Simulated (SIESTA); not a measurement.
The system is Zr3S2.

```
CELL_PARAMETERS angstrom
2.90254 1.67578 3.48777
-2.90254 1.67578 3.48777
0.00000 -3.35156 3.48777
ATOMIC_POSITIONS crystal
Zr 0.83873 0.50000 0.16127
Zr 0.50000 0.16127 0.83873
Zr 0.16127 0.83873 0.50000
S 0.66502 0.66502 0.66502
S 0.33498 0.33498 0.33498
```

The cell comes from a database or a generator and needn't be the stable form of this composition.

```yaml
Program: SIESTA 5.4.2
Task: single point
Functional: PBEsol
Potentials_or_basis: PseudoDojo 0.4 standard (PBEsol files)
Basis: DZP (energy shift 0.003 Ry; two zetas on semicore shells)
Grid_cutoff: 800 Ry
Energy_shift: 0.003 Ry
k_mesh: 6 × 6 × 6
Occupations: fermi-dirac, width 0.05 eV
Spin: no spin polarisation
```

On this cell: pressure -3.6 GPa; largest force 0.008 eV/Å; band gap on the k mesh none (metal or under the smearing width).

The same run follows on a disturbed copy (atoms moved at random, drawn with an rms of 0.05 Å):

```xyz
5
Lattice="2.9025 1.6758 3.4878 -2.9025 1.6758 3.4878 0.0000 -3.3516 3.4878" Properties=species:S:1:pos:R:3 pbc="T T T"
Zr    1.0142    1.7549    5.1890
Zr    0.9705   -1.7382    5.2521
Zr   -2.0798    0.0035    5.2125
S    -0.0217   -0.0022    6.9142
S    -0.0380    0.0046    3.5445
```

Q: What does the disturbed cell give?

A: The energy (extrapolated to zero smearing) moves by +16.9 meV/atom; pressure -4.1 GPa; largest force 0.805 eV/Å; band gap on the k mesh none (metal or under the smearing width).

Forces on the atoms (eV/Å):
```
Zr  -0.491 -0.531  0.317
Zr  -0.030  0.414 -0.415
Zr   0.783  0.040  0.181
S   -0.258  0.194 -0.050
S   -0.004 -0.116 -0.034
```

Stress tensor (GPa, compression positive):
```
-4.87 -0.05  0.23
-0.05 -3.85  0.67
 0.23  0.67 -3.67
```

Caveats: the basis of atomic orbitals isn't converged, which shifts pressures, moduli and gaps.
